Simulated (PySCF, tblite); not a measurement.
# C3H11BOSi3: geometry, infrared bands and NMR shifts

Wanted: the infrared bands and NMR shifts of C3H11BOSi3 (`CC#CB[SiH2]O[SiH2][SiH3]`), by calculation.

The runs use tblite 0.8.0 and PySCF 2.14.0, with density-fitted response routines of our own; the level of theory stands in each step. All values are computed, except where a source is named. Atoms count from 0, in the outputs and in this text.

**1. The starting structure**

19 atoms, charge 0, multiplicity 1; geometry from: force field or distance geometry start.

Bonds of the start (Å): C0–C1 1.47, C1–C2 1.20, C2–B3 1.54, B3–Si4 1.94, Si4–O5 1.72, O5–Si6 1.71, Si6–Si7 2.23, C0–H8 1.11, C0–H9 1.11, C0–H10 1.11, B3–H11 1.18, Si4–H12 1.47, Si4–H13 1.46, Si6–H14 1.46, Si6–H15 1.48, Si7–H16 1.48, Si7–H17 1.46, Si7–H18 1.47.

**2. Relaxing the molecule with GFN2-xTB**

The job: settings as JSON, then the geometry in Å.

```
{"job": {"kind": "relax", "xc": "GFN2-xTB", "basis": "xTB"}, "charge": 0, "multiplicity": 1}
C      4.938000     0.139800    -0.705700
C      3.692000     0.161000     0.073300
C      2.690300     0.163900     0.734900
B      1.387000     0.187700     1.545700
Si    -0.191200    -0.729500     0.896000
O     -1.461400     0.418800     0.692800
Si    -2.803400    -0.461800     0.092600
Si    -4.513100     0.938100    -0.190300
H      5.733000    -0.376700    -0.132200
H      4.747900    -0.395300    -1.655000
H      5.240000     1.183200    -0.921200
H      1.345700     0.747500     2.589200
H      0.129800    -1.349900    -0.394800
H     -0.578100    -1.762400     1.857200
H     -2.478500    -1.072200    -1.197500
H     -3.205300    -1.502200     1.072600
H     -5.676400     0.189700    -0.703800
H     -4.141000     1.970900    -1.158900
H     -4.865000     1.558800     1.098100
```

Run with:

```sh
$ OMP_NUM_THREADS=1 python probes_run.py task.json out
```

This one command runs all jobs of the session in turn.

**Question.** This job is followed by: GFN2-xTB harmonic vibrations, gas phase; GIAO PBE0/pcSseg-1 NMR shielding, non-relativistic, gas phase. Predict these results of the whole session: strongest single infrared mode (GFN2-xTB); zero-point energy (GFN2-xTB); 13C shifts against TMS (PBE0/pcSseg-1); 1H shifts against TMS (PBE0/pcSseg-1, means over atoms taken as alike); 11B shifts against BF3·OEt2 (PBE0/pcSseg-1); 29Si shifts against TMS (PBE0/pcSseg-1); 17O shifts against H2O (PBE0/pcSseg-1).

The runs gave:

```
                                                              quantity                             value
                             strongest single infrared mode (GFN2-xTB)              706 cm⁻¹, 832 km/mol
                                          zero-point energy (GFN2-xTB)                     74.3 kcal/mol
                                13C shifts against TMS (PBE0/pcSseg-1)            189.6, 103.1, 10.4 ppm
1H shifts against TMS (PBE0/pcSseg-1, means over atoms taken as alike)  8.66, 5.74, 5.43, 3.51, 2.72 ppm
                           11B shifts against BF3·OEt2 (PBE0/pcSseg-1)                          89.8 ppm
                               29Si shifts against TMS (PBE0/pcSseg-1)          -32.3, -33.0, -122.6 ppm
                                17O shifts against H2O (PBE0/pcSseg-1)                         -11.8 ppm
```

What this shows: The optimisation took 191 steps and gained 0.893 eV; among the close pairs (by a distance rule), O5–Si6 changed most, from 1.714 to 1.617 Å. The lowest mode is slightly imaginary (16i cm⁻¹), a soft motion within the noise of the Hessian, so the minimum is not strictly shown. The strongest single mode, at 706 cm⁻¹, is spread over several atoms, H14, H15, H13, H12 among them. Unscaled tight-binding wavenumbers are off by several per cent, some by more. Its intensities can rank the bands wrongly. At PBE0/pcSseg-1: The widest tensor belongs to C2: span 286 ppm, with a paramagnetic part of -174 ppm.
